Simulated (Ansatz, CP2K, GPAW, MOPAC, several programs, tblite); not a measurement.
# BaCaS₂ (ordering on rocksalt) from semi-empirical methods to plane-wave DFT

BaCaS₂ as one 4-atom ordering (R-3m) on the rocksalt lattice, relaxed with r2SCAN in Ansatz, was computed with several methods. The symmetry is R-3m (No. 166, trigonal); conventional cell a = 4.275 Å, c = 21.125 Å, 27.86 Å³ an atom. Ca is surrounded by 6 S at 2.92 Å; Ba is surrounded by 6 S at 3.15 Å; S is surrounded by 3 Ca at 2.92 Å and 3 Ba at 3.15 Å. Spin-unpolarised throughout. Whether this structure exists isn't addressed.

```cif
data_structure
_symmetry_space_group_name_H-M 'R-3m:H'
_symmetry_Int_Tables_number 166
_cell_length_a 4.2747
_cell_length_b 4.2747
_cell_length_c 21.1255
_cell_angle_alpha 90.000
_cell_angle_beta 90.000
_cell_angle_gamma 120.000
_cell_volume 334.31
loop_
_atom_site_label
_atom_site_type_symbol
_atom_site_symmetry_multiplicity
_atom_site_Wyckoff_symbol
_atom_site_fract_x
_atom_site_fract_y
_atom_site_fract_z
_atom_site_occupancy
Ca1 Ca 3 a 0.00000 0.00000 0.00000 1
Ba1 Ba 3 b 0.66667 0.33333 0.83333 1
S1 S 6 c 0.33333 0.66667 0.92576 1
```

Gaps and times are for a single point on this cell; volume and bulk modulus come from each method's own relaxation or energy curve at fixed shape, which is too stiff where a cell has free coordinates or axes. Times are rough, from shared hosts (Arm Neoverse V1), and each method has its own mesh and cell size. A dagger marks a closed or tiny gap in a crystal that DFT finds insulating: a failure of the method or a wrong SCF state. A double dagger marks a value from a curve with shape and coordinates held. PM7 (MOPAC), GFN2-xTB (tblite) treat a cluster of cells at its zone centre, which samples few k points: where these miss a band edge, the gap comes out too large for that reason alone. Gaps from k meshes are read at a limited set of points (mesh, symmetry points, PBE's band edges), so each method's own least gap may be somewhat smaller. xTB and the PM methods were fitted mostly to molecules, and can miss a solid's gap by electronvolts. Minimal bases can be far off for gaps. GLLB-SC's gap includes the derivative discontinuity. d marks a direct gap, i an indirect one (no mark: not told apart), a dash a value that wasn't computed or didn't pass its checks.

```csv
method,kind,gap (eV),own volume (Å³/atom),bulk modulus (GPa),atoms computed,processor time
light PBE (260 eV and a coarse mesh),light plane-wave,2.12 i,27.97‡,49‡,4,1.6 s
PBE,semilocal,2.12 i,27.99,48‡,4,11 s
PM7 (MOPAC),semi-empirical,0.83,–,–,108,17 s
r2SCAN,semilocal,2.49 i,27.86,52‡,4,29 s
GFN2-xTB (tblite),tight binding,0.06†,–,–,108,30 s
PBE/SZV (CP2K),small basis,0.26 d,–,–,4,34 s
PBE/single zeta (GPAW),small basis,2.18 i,–,–,4,50 s
PBE/DZVP (CP2K),small basis,2.28 i,28.52‡,49‡,4,62 s
GLLB-SC (GPAW),model potential,4.29,–,–,4,2.3 min
```

Against r2SCAN (2.49 eV) and with closed or daggered gaps left aside, the nearest gap at the points sampled is that of PBE/DZVP (CP2K) (-0.21 eV) and the farthest that of PBE/SZV (CP2K) (-2.23 eV). r2SCAN is only a yardstick of convenience: semilocal gaps usually lie below measured ones, which GLLB-SC and hybrids aim to mend.

Volumes against r2SCAN's: PBE +0.5 %.

Runs without a result: GFN1-xTB (tblite) (single point), PM6 (MOPAC) (single point, out of time).

The runs are scalar-relativistic, without spin-orbit coupling.
